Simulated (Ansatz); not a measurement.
**NiBi: further runs on the relaxed cell**

An exercise on one series of results from a longer session: the logs are not shown, and one member is left open.

Program: Ansatz 0.2.0. Level of theory: DFT PBEsol, scalar-relativistic, plane waves, PAW. These are calculated values, not measurements.

**The starting structure**

Symmetry: Cmcm, No. 63, orthorhombic system. Conventional cell: a = 3.688 Å, b = 9.950 Å, c = 3.979 Å, α = 90.00°, β = 90.00°, γ = 90.00°. Ni (site symmetry m2m) is surrounded by 2 Ni at 2.50 Å and 7 Bi at 2.79 to 2.84 Å. Around Bi (site symmetry m2m) lie 7 Ni at 2.79 to 2.84 Å.

Structure file:

```cif
data_structure
_symmetry_space_group_name_H-M 'Cmcm'
_symmetry_Int_Tables_number 63
_cell_length_a 3.6882
_cell_length_b 9.9498
_cell_length_c 3.9792
_cell_angle_alpha 90.000
_cell_angle_beta 90.000
_cell_angle_gamma 90.000
_cell_volume 146.02
loop_
_atom_site_label
_atom_site_type_symbol
_atom_site_symmetry_multiplicity
_atom_site_Wyckoff_symbol
_atom_site_fract_x
_atom_site_fract_y
_atom_site_fract_z
_atom_site_occupancy
Ni1 Ni 4 c 0.50000 0.92375 0.25000 1
Bi1 Bi 4 c 0.50000 0.64016 0.25000 1
```

It is the result of an earlier relaxation at this level (volume 18.25 Å³/atom; gap on the mesh: none (metal)).

The first run:

Input file input.yaml:

```yaml
crystal:
  lattice:
    - [1.8254693432, -4.9246480903, 0.0]
    - [1.8254693432, 4.9246480903, 0.0]
    - [0.0, 0.0, 3.9389589413]
  atoms:
    - { symbol: Ni, position: [0.5762494247, 0.4237505753, 0.25] }
    - { symbol: Ni, position: [0.4237505753, 0.5762494247, 0.75] }
    - { symbol: Bi, position: [0.8598368836, 0.1401631164, 0.25] }
    - { symbol: Bi, position: [0.1401631164, 0.8598368836, 0.75] }
basis:
  ecutwfc: 420
kpoints:
  mp_grid: { grid: [12, 12, 10] }
hamiltonian:
  xc: pbesol
scf:
  occupations: { method: gaussian, width: 0.1 }
output:
  forces: true
  stress: true
  eigenvalues: true
  write_density: true
  write_potential: true
  elf: true
  volumetric_format: npy
relax:
  adjacent_minimum: "off"
  f_tol: 0.01
  max_steps: 30
  cell: { stress_tol: 0.1, fix: [volume] }
```

Started as:

```bash
ansatz run input.yaml --threads 1 --pin off --max-ram 2560MiB --backend cpu --events-out ev --progress --plain --runs-dir out
```

Steps of the session up to this table: Volume × 0.97; Volume × 1.03; Point at V/V0 = 0.94; Volume × 1.06; Volume × 0.91; Point at V/V0 = 1.10; The cell scaled to 0.88 of its volume.

One table of the session follows, with a row left open; its other results are not shown here.

It belongs to the step «Fit of the equation of state». 

| volume (Å³/atom) | energy above the lowest point (meV/atom) | pressure (GPa) |
| --- | --- | --- |
| 16.062 | 110.9 | 18.57 |
| 16.610 | 58.1 | 12.58 |
| 17.158 | 24.0 | 7.58 |
| 17.705 | 5.6 | 3.44 |
| 18.253 | 0.0 | 0.00 |
| 18.800 | 5.1 | -2.83 |
| 19.348 | ? | ? |
| 20.078 | 48.0 | -7.39 |

Estimate the missing values for volume (Å³/atom) = 19.348.

Worked estimate for «energy above the lowest point (meV/atom)». A straight line through the neighbours (18.800, 5.1) and (20.078, 48.0) gives 5.1 + (48.0 − 5.1) × (19.348 − 18.800) / (20.078 − 18.800) = 23.5; a parabola fitted to 3 rows on both sides gives 18.2.

As computed: energy above the lowest point (meV/atom): 19.0; pressure (GPa): -5.13. In «energy above the lowest point (meV/atom)» the line misses by +4.5 and the parabola by -0.8.

To keep in mind: Spin polarisation is off in the runs that give these values; a magnetic solution could lie lower.
